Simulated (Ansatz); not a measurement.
# Si: the cost of one run

Program: Ansatz 0.2.0 through its Python package. The levels of theory stand in the script. These are calculated values, not measurements.

## 1. Starting point

The structure is tetragonal, space group I4/mmm (No. 139). Conventional cell: a = 3.254 Å, b = 3.254 Å, c = 2.641 Å, α = 90.00°, β = 90.00°, γ = 90.00°. Si (site symmetry 4/mmm) is surrounded by 10 Si at 2.64 to 2.65 Å.

No structure file is read: the coordinates are typed or built in the script.

## 2. Script

Contents of lattice_si.py:

```python
"""How the lattice of Si depends on the functional."""

import warnings

import ansatz as az
import numpy as np

def edges_and_angles(cell):
    cell = np.asarray(cell)
    a, b, c = np.linalg.norm(cell, axis=1)
    cosines = cell[1] @ cell[2] / (b * c), cell[0] @ cell[2] / (a * c), cell[0] @ cell[1] / (a * b)
    return (a, b, c, *np.degrees(np.arccos(cosines)))

warnings.simplefilter("ignore", az.DeckWarning)

lattice = az.Lattice.of(
    [-1.626915, 1.626915, 1.32033],
    [1.626915, -1.626915, 1.32033],
    [1.626915, 1.626915, -1.32033],
)
sites = [
    ("Si", [0.0, 0.0, 0.0]),
]
cell = az.Crystal(lattice=lattice)
for symbol, position in sites:
    cell = cell.atom(symbol, position)

calculation = (
    cell.calculation()
    .basis(530)
    .occupations(az.OccupationsMethod.FERMI_DIRAC, width=0.05)
    .kpoints(16, 16, 16, center="gamma")
    .relax(cell=True)
)

levels = [("r2scan", "rvv10"), ("r2scan", "d4"), ("lda", "none")]
print("level            a       b       c    alpha   beta  gamma  V/atom  steps")
for name, dispersion in levels:
    seen = []
    run = calculation.functional(name, dispersion=dispersion).session().plan()
    result = run.execute(on_event=lambda e: seen.append(e) if e["event"] == "relax_step" else None)
    cell = result.lattice.cell_ang
    label = name if dispersion == "none" else f"{name}+{dispersion}"
    print("{:13s} {:7.4f} {:7.4f} {:7.4f} {:6.2f} {:6.2f} {:6.2f}".format(label, *edges_and_angles(cell)), f"{abs(np.linalg.det(cell)) / len(result.lattice.sites):7.3f} {len(seen):5d}")
```

## 3. The calls as engine input

The package turns the script's settings into the engine's input (first run):

```yaml
crystal:
  lattice:
    - [-1.626915, 1.626915, 1.32033]
    - [1.626915, -1.626915, 1.32033]
    - [1.626915, 1.626915, -1.32033]
  atoms:
    - { symbol: Si, position: [0.0, 0.0, 0.0] }
basis:
  ecutwfc: 530.0
kpoints:
  mp_grid:
    grid: [16, 16, 16]
    shift: [0.0, 0.0, 0.0]
hamiltonian:
  xc: r2scan
  dispersion: rvv10
scf:
  occupations:
    method: fermi_dirac
    width: 0.05
relax:
  cell: {}
```

## 4. Running it

On the command line:

```bash
$ python lattice_si.py
```

What time and memory should one allow on 1 thread of Arm Neoverse V2, shared host?

About 70 s, with a peak of 0.49 GiB.
